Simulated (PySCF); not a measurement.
**CH8B2SSi: electronic excitations**

Wanted: the electronic excitations of CH8B2SSi (`BBS[SiH2]C`), by calculation.

Computed with PySCF 2.14.0, with density-fitted response routines of our own, on a single molecule in the gas phase. Atoms count from 0, in the outputs and in this text.

### 1 Starting geometry

13 atoms, charge 0, multiplicity 1; geometry from: GFN2-xTB.

Bonds of the start (Å): B0–B1 1.63, B1–S2 1.78, S2–Si3 2.17, Si3–C4 1.89, B0–H5 1.17, B0–H6 1.17, B1–H7 1.18, Si3–H8 1.46, Si3–H9 1.46, C4–H10 1.09, C4–H11 1.09, C4–H12 1.09.

### 2 Ultraviolet spectrum: wB97X-D/def2-SVPD

The job: settings as JSON, then the geometry in Å.

```
{"job": {"kind": "uv", "xc": "wB97X-D", "basis": "def2-SVPD", "nstates": 8, "ntriplets": 3}, "charge": 0, "multiplicity": 1}
B      2.280406     0.536774    -0.071240
B      1.837136    -0.598981     1.012054
S      0.276544    -1.450222     0.989919
Si    -0.884359    -0.642155    -0.657682
C     -2.169861     0.557241     0.047878
H      2.861718     0.269714    -1.056509
H      2.061240     1.681308     0.076566
H      2.520942    -0.960605     1.899716
H      0.026149     0.018151    -1.590155
H     -1.502540    -1.822662    -1.253293
H     -2.817763     0.938687    -0.735642
H     -1.697534     1.408290     0.533078
H     -2.796466     0.064947     0.787583
```

Method: TDDFT wB97X-D/def2-SVPD, vertical, gas phase, core orbitals frozen in the response.

On the command line:

```sh
$ OMP_NUM_THREADS=1 python probes_run.py task.json out
```

This one command runs all jobs of the session in turn.

The program printed:

```text
coarse grid: 11472 points
cycle   1  E = -779.8869550526  dE =  2.047e-01  |g| = 2.887e-01  |ddm| = 4.087e+00
cycle   2  E = -779.9068627888  dE = -1.991e-02  |g| = 1.925e-01  |ddm| = 8.637e-01
cycle   3  E = -779.9174175225  dE = -1.055e-02  |g| = 2.733e-02  |ddm| = 4.003e-01
cycle   4  E = -779.9177559756  dE = -3.385e-04  |g| = 7.601e-03  |ddm| = 1.060e-01
cycle   5  E = -779.9177772558  dE = -2.128e-05  |g| = 2.216e-03  |ddm| = 2.409e-02
cycle   6  E = -779.9177795930  dE = -2.337e-06  |g| = 5.485e-04  |ddm| = 7.146e-03
final grid: 100272 points
cycle   7  E = -780.0054939678  dE = -7.143e-05  |g| = 4.614e-03  |ddm| = 1.040e-01
cycle   8  E = -780.0054975506  dE = -3.583e-06  |g| = 3.172e-03  |ddm| = 1.711e-02
cycle   9  E = -780.0055003272  dE = -2.777e-06  |g| = 4.226e-04  |ddm| = 6.287e-03
cycle  10  E = -780.0055004306  dE = -1.034e-07  |g| = 1.525e-04  |ddm| = 1.399e-03
cycle  11  E = -780.0055004452  dE = -1.464e-08  |g| = 4.501e-05  |ddm| = 5.027e-04
cycle  12  E = -780.0055004473  dE = -2.061e-09  |g| = 1.659e-05  |ddm| = 1.750e-04
cycle  13  E = -780.0055004476  dE = -3.668e-10  |g| = 5.315e-06  |ddm| = 7.356e-05
converged SCF energy = -780.0055004476

Static polarisability (au): isotropic 88.275, principal 75.419 86.033 103.372

Singlet excitations
state   eV       nm        f      main configurations
  1   4.7884    258.9   0.00104   H->L 0.87, H-4->L 0.08
  2   5.3031    233.8   0.00055   H->L+1 0.95
  3   5.3667    231.0   0.00329   H-1->L 0.90
  4   6.1355    202.1   0.17351   H-1->L+1 0.91
  5   6.4052    193.6   0.00076   H-5->L 0.51, H-3->L 0.32
  6   6.9771    177.7   0.00544   H-2->L+1 0.51, H-2->L 0.25, H-6->L+1 0.09
  7   7.0445    176.0   0.00700   H-2->L 0.32, H-4->L 0.28, H-2->L+1 0.18
  8   7.1022    174.6   0.02189   H-4->L 0.39, H-2->L 0.23, H-1->L+2 0.15

Triplet excitations (Tamm-Dancoff, eV): 4.1918 4.8058 4.9461
```

Wall time 52 s (1 thread of Intel Xeon at 2.50GHz, shared host); peak memory 0.73 GiB.

Frontier orbitals and where they lie:

| orbital | eV | atoms |
| --- | --- | --- |
| HOMO−3 | -11.73 | C4 22 %, Si3 19 %, B0 16 % |
| HOMO−2 | -11.28 | S2 22 %, B1 19 %, Si3 18 % |
| HOMO−1 | -9.69 | S2 62 %, B1 14 %, Si3 7 % |
| HOMO | -9.63 | S2 40 %, B1 19 %, B0 17 % |
| LUMO | 0.07 | B0 46 %, B1 13 %, H6 9 % |
| LUMO+1 | 0.79 | B1 44 %, S2 22 %, B0 13 % |
| LUMO+2 | 1.84 | Si3 30 %, S2 16 %, H8 12 % |

With each of the 8 states as a Gaussian band of 0.4 eV half-width at 1/e, the curve within the window shown has maxima at 202 nm (ε 7,000), 176 nm (ε 1,400) L/(mol cm). Beyond the last state computed it falls off for lack of states. The curve at chosen wavelengths:

| nm | ε (L/mol/cm) |
| --- | --- |
| 167 | 704 |
| 172 | 1271 |
| 177 | 1392 |
| 182 | 1339 |
| 187 | 2100 |
| 193 | 4549 |
| 198 | 6557 |
| 203 | 6972 |
| 208 | 5648 |
| 213 | 3631 |
| 218 | 1945 |
| 223 | 935 |
| 228 | 456 |
| 234 | 237 |
| 239 | 165 |
| 244 | 124 |
| 249 | 97 |
| 254 | 76 |
| 259 | 61 |
| 264 | 49 |
| 269 | 38 |
| 275 | 27 |
| 280 | 19 |
| 285 | 12 |
| 290 | 8 |
| 295 | 5 |

Further results of this job:

| property | computed |
| --- | --- |
| dipole moment (D) | 1.82 |
| polarisability (Å³) | 13.08 |
| HOMO–LUMO gap (eV) | 9.70 |
| −ε(HOMO) (eV) | 9.63 |

### 3 Results

| quantity | value |
| --- | --- |
| lowest singlet (wB97X-D/def2-SVPD) | 4.79 eV (259 nm), f = 0.001 |
| brightest single state of those computed | state 4, 6.14 eV, f = 0.174 |
| lowest triplet | 4.19 eV |

**Reading.** The lowest singlet, at 4.79 eV, is HOMO→LUMO 0.87, HOMO−4→LUMO 0.08 and is weak; of the 8 states computed, the strongest absorption comes from state 4 at 6.14 eV. The lowest triplet lies 0.60 eV below the lowest singlet (triplets in Tamm-Dancoff, singlets in full TDDFT).
